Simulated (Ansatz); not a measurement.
# C6H7N (2-methylpyridine) at B2PLYP/6-31G(d) (spherical functions)

Aim: the vertical ionisation energy of C6H7N (2-methylpyridine) at B2PLYP/6-31G* (spherical functions), from 2 runs. 

The results are computed with Ansatz 0.2.0.

41 further runs of the same task are left out: 41 set aside as unsound or not needed. Runs told in other sessions of the task aren't counted.

## 1. The structure to begin with

C6H7N: 14 atoms, total charge 0, spin state singlet. SMILES: `Cc1ccccn1`. Geometry: relaxed at PBE0-D4/def2-TZVP.

Bond lengths: C1–C2 1.497 Å, C2–C3 1.395 Å, C3–C4 1.381 Å, C4–C5 1.387 Å, C5–C6 1.384 Å, C2–N7 1.331 Å, C6–N7 1.329 Å, C1–H8 1.093 Å, C1–H9 1.093 Å, C1–H10 1.089 Å, C3–H11 1.084 Å, C4–H12 1.084 Å, C5–H13 1.083 Å, C6–H14 1.087 Å. Some angles: C1–C2–C3 120.9°, C1–C2–N7 117.2°, C3–C2–N7 121.9°, C2–C3–C4 119.3°, C3–C4–C5 118.8°, C4–C5–C6 117.9°, C5–C6–N7 123.8°, C2–N7–C6 118.3°, C2–C1–H8 111.0°, C2–C1–H9 111.1°.

## 2. The energy at B2PLYP/6-31G(d) (spherical functions)

Input file molecule.yaml:

```yaml
crystal:
  periodic: [false, false, false]
  atoms:
    - {symbol: C, position_ang: [1.529800, 0.592680, 1.489460]}
    - {symbol: C, position_ang: [0.498030, 0.271780, 0.453520]}
    - {symbol: C, position_ang: [-0.041010, -1.010880, 0.352280]}
    - {symbol: C, position_ang: [-0.991540, -1.270440, -0.615810]}
    - {symbol: C, position_ang: [-1.381650, -0.242290, -1.460470]}
    - {symbol: C, position_ang: [-0.792430, 0.997860, -1.286300]}
    - {symbol: N, position_ang: [0.122980, 1.258300, -0.358040]}
    - {symbol: H, position_ang: [1.142630, 0.416360, 2.496660]}
    - {symbol: H, position_ang: [2.416390, -0.035590, 1.368570]}
    - {symbol: H, position_ang: [1.824010, 1.637250, 1.403360]}
    - {symbol: H, position_ang: [0.288340, -1.790270, 1.030440]}
    - {symbol: H, position_ang: [-1.423340, -2.260480, -0.711850]}
    - {symbol: H, position_ang: [-2.123160, -0.395570, -2.234860]}
    - {symbol: H, position_ang: [-1.069040, 1.831260, -1.926950]}
basis:
  gaussian: {orbitals: 6-31G_st_-spherical.json}
hamiltonian: {xc: {name: B2PLYP}}
correlation: {frozen_orbitals: {C: 1, H: 0, "N": 1}}
accuracy: high
output: {orbitals: {seedname: orbitals}}
```

The basis set 6-31G* is read from a file made from the Basis Set Exchange's data (not shown).

On the command line:

```bash
$ ansatz run molecule.yaml --threads 1 --pin off --max-ram 3480MiB --events-out events.jsonl --progress --plain --runs-dir runs
```

What it wrote:

```text
Warning: RAYON_NUM_THREADS=1 ignored (pool sized by the plan → 1); use --threads N
Functional definition: B2PLYP
  name "B2PLYP"
  parameter a = 0.53
  parameter c = 0.27
  exchange = (1 - a)*b88_x + a*exact_x
  correlation = (1 - c)*lyp_c + c*(mp2_os + mp2_ss)
2828 factors; integrals over basis functions are off by at most 3.0e-9 eV
mean field evaluation 1: about -7804.7383 eV, gradient 4.0e1 eV
mean field evaluation 2: about -7804.7303 eV, gradient 4.0e1 eV
mean field evaluation 4: about -7808.7505 eV, gradient 5.6e0 eV
mean field evaluation 8: about -7808.8207 eV, gradient 1.6e-1 eV
mean field evaluation 16: about -7808.8208 eV, gradient 4.9e-5 eV
mean field -7808.82078048 eV, -286.9688706739 hartree, gradient 6.3e-8 eV, S^2 0.000000; 0 other end points of the search recorded, 0 dependent functions left out
7 core orbitals not correlated: weight in the atoms' cores, before any rotation towards them, 1.000 or more for the frozen orbitals, at most 0.000 for the correlated occupied ones
reference -7808.82080517 eV, -286.9688715812 hartree; 18, 18 occupied and 87, 87 virtual orbitals, 2828 factors
second order -30.44969153 eV of doubles, -0.00000000 eV of singles
Total energy: -7817.04222188 eV, -287.2710030727 hartree
```

Run time: 11 s. Hardware: 1 thread of Intel Xeon 6975P-C (Granite Rapids), shared host; peak memory 0.49 GiB.

## 3. The doublet cation, same level

Input file in.yaml:

```yaml
basis:
  gaussian:
    orbitals: 6-31G_st_-spherical.json
crystal:
  periodic: [false, false, false]
  atoms:
    - {symbol: C, position_ang: [1.529800, 0.592680, 1.489460]}
    - {symbol: C, position_ang: [0.498030, 0.271780, 0.453520]}
    - {symbol: C, position_ang: [-0.041010, -1.010880, 0.352280]}
    - {symbol: C, position_ang: [-0.991540, -1.270440, -0.615810]}
    - {symbol: C, position_ang: [-1.381650, -0.242290, -1.460470]}
    - {symbol: C, position_ang: [-0.792430, 0.997860, -1.286300]}
    - {symbol: N, position_ang: [0.122980, 1.258300, -0.358040]}
    - {symbol: H, position_ang: [1.142630, 0.416360, 2.496660]}
    - {symbol: H, position_ang: [2.416390, -0.035590, 1.368570]}
    - {symbol: H, position_ang: [1.824010, 1.637250, 1.403360]}
    - {symbol: H, position_ang: [0.288340, -1.790270, 1.030440]}
    - {symbol: H, position_ang: [-1.423340, -2.260480, -0.711850]}
    - {symbol: H, position_ang: [-2.123160, -0.395570, -2.234860]}
    - {symbol: H, position_ang: [-1.069040, 1.831260, -1.926950]}
accuracy: high
total_charge: 1
hamiltonian:
  xc: {name: B2PLYP}
correlation:
  frozen_orbitals: {C: 1, H: 0, "N": 1}
output: {orbitals: {seedname: orbitals}}
magnetization:
  spin_polarized: true
  initial_magnetization: 1
```

The basis set 6-31G* is read from a file made from the Basis Set Exchange's data (not shown).

On the command line:

```bash
$ ansatz run in.yaml --threads 1 --pin off --max-ram 3480MiB --events-out events.jsonl --progress --plain --runs-dir runs
```

What it wrote, shortened:

```text
Warning: RAYON_NUM_THREADS=1 ignored (pool sized by the plan → 1); use --threads N
[... 2 set-up lines as earlier in the session ...]
[...]
2828 factors; integrals over basis functions are off by at most 3.0e-9 eV
[...]
mean field -7800.19252066 eV, -286.6517879740 hartree, gradient 5.9e-8 eV, S^2 0.792498; 4 other end points of the search recorded, 0 dependent functions left out
7 core orbitals not correlated: weight in the atoms' cores, before any rotation towards them, 1.000 or more for the frozen orbitals, at most 0.000 for the correlated occupied ones
reference -7800.19254538 eV, -286.6517888821 hartree; 18, 17 occupied and 87, 88 virtual orbitals, 2828 factors
second order -28.96895792 eV of doubles, -0.00000000 eV of singles
Total energy: -7808.01416401 eV, -286.9392280654 hartree
```

It took 22 s on 1 thread of Intel Xeon 6975P-C (Granite Rapids), shared host; peak memory 0.67 GiB.

## 4. Outcome

Level: B2PLYP/6-31G* (spherical functions), 7 core orbitals frozen.

| quantity | value |
| --- | --- |
| singlet C6H7N: total energy | -287.27100 Eh |
| singlet C6H7N: HOMO energy (SCF part's orbitals) | -7.75 eV |
| singlet C6H7N: LUMO energy (SCF part's orbitals) | 1.24 eV |
| singlet C6H7N: HOMO–LUMO gap (SCF part's orbitals) | 8.99 eV |
| doublet cation: total energy | -286.93923 Eh |
| doublet cation: HOMO energy (SCF part's orbitals) (highest over α and β) | -14.45 eV |
| doublet cation: LUMO energy (SCF part's orbitals) (lowest over α and β) | -9.51 eV |
| doublet cation: ⟨S²⟩ | 0.792 |
| vertical ionisation energy (to the doublet cation) | 9.028 eV |

Removing an electron at fixed nuclei costs 9.03 eV (871 kJ/mol). The negative HOMO energy of the first species, 7.75 eV, lies 1.27 eV below that difference.
